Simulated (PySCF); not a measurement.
# Cl4Tl (Tl(Cl)4-): the cost of one run

Computed with PySCF 2.14.0. Level: PBE0, Tl def2-SVP with ECP60, Cl def2-SVP; scalar-relativistic core potentials, no spin–orbit coupling.

1 further run of the same task is left out (for a known fault of the program).

### Step 1. Where the work starts

5 atoms, charge -1, spin multiplicity 1.

Bond lengths: Tl1–Cl2 2.409 Å, Tl1–Cl3 2.409 Å, Tl1–Cl4 2.409 Å, Tl1–Cl5 2.409 Å. Angles: Cl2–Tl1–Cl3 109.5°, Cl2–Tl1–Cl4 109.5°, Cl2–Tl1–Cl5 109.5°, Cl3–Tl1–Cl4 109.5°, Cl3–Tl1–Cl5 109.5°, Cl4–Tl1–Cl5 109.5°.

Geometry (Å):

| atom | x (Å) | y (Å) | z (Å) |
| --- | --- | --- | --- |
| Tl1 | 0.0000 | 0.0000 | 0.0000 |
| Cl2 | 1.3907 | 1.3907 | 1.3907 |
| Cl3 | -1.3907 | -1.3907 | 1.3907 |
| Cl4 | 1.3907 | -1.3907 | -1.3907 |
| Cl5 | -1.3907 | 1.3907 | -1.3907 |

Formal oxidation states: Tl +3.

### Step 2. SCF at the start, singlet

run.py (the lines that set the calculation)

```python
mol = gto.M(atom='''
Tl     0.00000     0.00000     0.00000
Cl     1.39070     1.39070     1.39070
Cl    -1.39070    -1.39070     1.39070
Cl     1.39070    -1.39070    -1.39070
Cl    -1.39070     1.39070    -1.39070''',
    basis={'Tl': 'def2-SVP', 'Cl': 'def2-SVP'},
    ecp={'Tl': 'def2-SVP'},
    charge=-1, spin=0)
mf = dft.RKS(mol, xc='PBE0')
mf.grids.atom_grid = (50, 194)
mf = mf.density_fit()  # fitting sets: Tl def2-universal-JKFIT, Cl def2-universal-JKFIT
mf.conv_tol = 1e-08; mf.max_cycle = 55
mf.kernel(dm0)  # dm0: free metal ions and neutral atoms
```

Run with:

```
$ OMP_NUM_THREADS=2 python run.py
```

What time and memory should one allow on 2 threads of Intel Xeon 6975P-C (Granite Rapids), shared host?

About 1.3 s, with a peak of 0.38 GiB.
